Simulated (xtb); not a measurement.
# GFN2-xTB run of C2H6Cl2F2O2SSi2 (SMILES CO[Si](F)(F)S[Si](Cl)(Cl)OC)

Aim: a structure relaxation of C2H6Cl2F2O2SSi2. 

The calculation is run with xtb 6.7.1.

2 further runs of the same task are left out: 2 set aside as unsound or not needed.

## (1) The molecule

The species is C2H6Cl2F2O2SSi2 (17 atoms), meant as a singlet with charge 0. As SMILES, `CO[Si](F)(F)S[Si](Cl)(Cl)OC`. All atoms were displaced at random from a relaxed shape. The run starts from this shape.

Bond lengths: C1–O2 1.368 Å, O2–Si3 1.652 Å, Si3–F4 1.640 Å, Si3–F5 1.460 Å, Si3–S6 2.126 Å, S6–Si7 2.116 Å, Si7–Cl8 2.047 Å, Si7–Cl9 2.049 Å, Si7–O10 1.657 Å, O10–C11 1.527 Å, C1–H12 0.999 Å, C1–H14 1.217 Å, C11–H15 1.050 Å, C11–H16 1.075 Å, C11–H17 1.057 Å. Some angles: C1–O2–Si3 122.1°, O2–Si3–F4 110.0°, O2–Si3–F5 116.2°, O2–Si3–S6 103.7°, F4–Si3–F5 107.3°, F4–Si3–S6 106.3°, F5–Si3–S6 113.0°, Si3–S6–Si7 99.7°, S6–Si7–Cl8 109.3°, S6–Si7–Cl9 116.1°. A long bond or contact: C1–H13 1.293 Å.

## (2) A structure relaxation at GFN2-xTB

File detailed.inp:

```
$opt
   hessian=swart
$end
```

File start.xyz:

```xyz
17
C2H6Cl2F2O2SSi2
C     -0.219520     3.709700    -0.925050
O     -0.013110     2.862310     0.128590
Si    -0.048840     1.219930    -0.045680
F     -1.477280     0.758120    -0.706330
F      1.014990     0.635180    -0.856870
S     -0.058510     0.502170     1.955650
Si     0.480630    -1.515520     1.614570
Cl    -0.016300    -2.635000     3.254690
Cl     2.473480    -1.874470     1.302680
O     -0.404820    -1.996150     0.298520
C     -0.113180    -3.178000    -0.622660
H      0.411020     3.745370    -1.699120
H     -0.367070     4.809850    -0.262140
H     -1.365330     3.532570    -1.293480
H      0.922700    -3.226300    -0.786650
H     -0.807530    -2.980030    -1.418870
H     -0.415730    -4.041570    -0.093230
```

Command:

```console
$ xtb start.xyz -I detailed.inp --opt tight > out.txt 2> xtb.err
```

**Question.** What will come out? Wanted: total energy at the end; dipole moment; HOMO energy; LUMO energy; HOMO–LUMO gap; dispersion energy; mean polarisability.

Answer, from the run:

At GFN2-xTB:

```
                      quantity          value
       total energy at the end   -41.08450 Eh
                 dipole moment         3.26 D
                   HOMO energy      -10.85 eV
                   LUMO energy       -5.49 eV
                 HOMO–LUMO gap        5.36 eV
             dispersion energy  -50.14 kJ/mol
mean polarisability (D4 model)    145.0 bohr³
```

In words: At the final geometry: Bond lengths: C1–O2 1.408 Å, O2–Si3 1.589 Å, Si3–F4 1.599 Å, Si3–F5 1.599 Å, Si3–S6 2.104 Å, S6–Si7 2.148 Å, Si7–Cl8 2.005 Å, Si7–Cl9 2.009 Å, Si7–O10 1.609 Å, O10–C11 1.411 Å, C1–H12 1.090 Å, C1–H13 1.089 Å, C1–H14 1.090 Å, C11–H15 1.090 Å, C11–H16 1.088 Å, C11–H17 1.090 Å. Some angles: C1–O2–Si3 130.3°, O2–Si3–F4 112.0°, O2–Si3–F5 112.5°, O2–Si3–S6 102.8°, F4–Si3–F5 99.8°, F4–Si3–S6 115.8°, F5–Si3–S6 114.4°, Si3–S6–Si7 98.5°, S6–Si7–Cl8 110.0°, S6–Si7–Cl9 112.5°. The optimisation took 68 steps and changed the energy by -1.859 eV. Mulliken charges run from -0.34 on O10 to +0.72 on Si3.
